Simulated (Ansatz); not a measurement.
# GeAs− (triplet): wave-function methods side by side, aug-cc-pVDZ

One table from this session's results is given with a row withheld; the runs are named, their logs left out.

Program: Ansatz 0.2.0, Gaussian basis. Level of theory: aug-cc-pVDZ, core rule «outside noble gas», up to 28 orbitals frozen. These are calculated values, not measurements.

To be run: UHF; CCSD(T) on ROHF; CCSD(T) on UHF; BCCD(T) on ROHF; CISD as a restricted active space (open shells left free, so some higher excitations enter); CCSDT(Q) on ROHF; CCSDT(Q) on UHF; CASSCF and MRCISD+Q, 10 electrons in 8 orbitals; CASSCF and NEVPT2, 10 electrons in 8 orbitals.

4 further runs of the same task are left out: 4 set aside as unsound or not needed. Runs told in other sessions of the task aren't counted.

### The system

The geometry is a PBE0/def2-TZVPD stationary point (not a proven minimum) of the parent state, kept for this charge and spin. No spin-orbit coupling is included. The filled d shell of Ge, As may be among the frozen orbitals whatever the setting's name suggests.

2 atoms, charge -1, spin multiplicity 3.

Atoms are counted from 1 here; the program's logs count them from 0.

Bond lengths: Ge1–As2 2.158 Å.

Set-up of the first run:

File in.yaml:

```yaml
crystal:
  periodic: [false, false, false]
  atoms:
    - {symbol: Ge, position_ang: [0.000000, 0.000000, 0.000000]}
    - {symbol: As, position_ang: [0.000000, 0.000000, 2.158300]}
basis:
  gaussian: {orbitals: aug-cc-pVDZ}
total_charge: -1
magnetization: {spin_polarized: true, initial_magnetization: 2}
hamiltonian: {xc: hf}
output: {orbitals: {seedname: orbitals}}
```

On the command line:

```
> ansatz run in.yaml --threads 1 --pin off --events-out ev --progress --plain --max-ram 2560MiB --backend cpu
```

Among the steps run: UHF; CCSD(T) on ROHF; CCSD(T) on UHF; BCCD(T) on ROHF; CISD as a restricted active space (open shells left free, so some higher excitations enter); CCSDT(Q) on ROHF; CCSDT(Q) on UHF; CASSCF and MRCISD+Q, 10 electrons in 8 orbitals; CASSCF and NEVPT2, 10 electrons in 8 orbitals.

One of the session's tables, all rows but one given; the rest of the session is left out.

It belongs to the step «Misses and costs». 

```
          method  from RCCSDT(Q) (meV)
            ROHF                     ?
             UHF               +5512.1
            RMP2               +1219.6
            UMP2               +1256.4
            CISD                +960.0
           RCCSD                +529.0
           UCCSD                +522.5
        RCCSD(T)                +259.1
        UCCSD(T)                +261.8
         BCCD(T)                +263.0
          RCCSDT                 +97.1
          UCCSDT                +101.8
       RCCSDT(Q)                     0
       UCCSDT(Q)                  +7.2
  CASSCF valence               +4498.0
  NEVPT2 valence               +1041.9
  MRCISD valence                +488.1
MRCISD+Q valence                 +58.7
```

Estimate the missing values for ROHF.

As computed: from RCCSDT(Q) (meV): +5700.1. In the column «from RCCSDT(Q) (meV)» it is the highest.

Caveats from the session: Restricted and unrestricted rows rest on different reference determinants; a gap between their highest levels can come from leftover correlation error, from unlike frozen cores or from another state.
